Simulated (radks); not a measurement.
**B⁺ in [He] 2s2: an all-electron calculation**

An exercise on one series of results from a longer session: the logs are not shown, and one member is left open.

Program: radks (a radial shooting solver on a logarithmic mesh, Libxc functionals) version 1. Level of theory: Dirac Kohn-Sham, PBEsol, spin-unpolarised, spherical densities, point nucleus. These are calculated values, not measurements, unless marked.

## Starting point

```
element       : boron (Z = 5)
charge        : +1
electrons     : 4
configuration : [He] 2s2
```

Outer shells as boxes (Hund's rule):

B⁺
```
[He] core
2s [↑↓]
```

The first run:

Settings of this run:

```text
Z 5
configuration [He] 2s2 2p0 3s0
relativity Dirac
functional pbe_sol,pbe_sol
spin unpolarised
j_filling energy
nucleus point
c 137.035999084
```

Started as:

```
python run_ks.py task.json out
```

This one command runs every case of the session in turn.

One table of the session follows, with a row left open; its other results are not shown here.

Radial moments (bohr):

```
level     <r>  outermost maximum (interpolated)  90 % within
1s1/2  0.3300                             0.211        0.593
2s1/2   1.784                              1.45         2.79
2p1/2   1.845                              1.41         3.04
2p3/2       ?                                 ?            ?
```

Q: Estimate the row for 2p3/2 from the others.

**Answer.** <r>: 1.846; outermost maximum (interpolated): 1.41; 90 % within: 3.04. In the column «<r>» it is the highest.
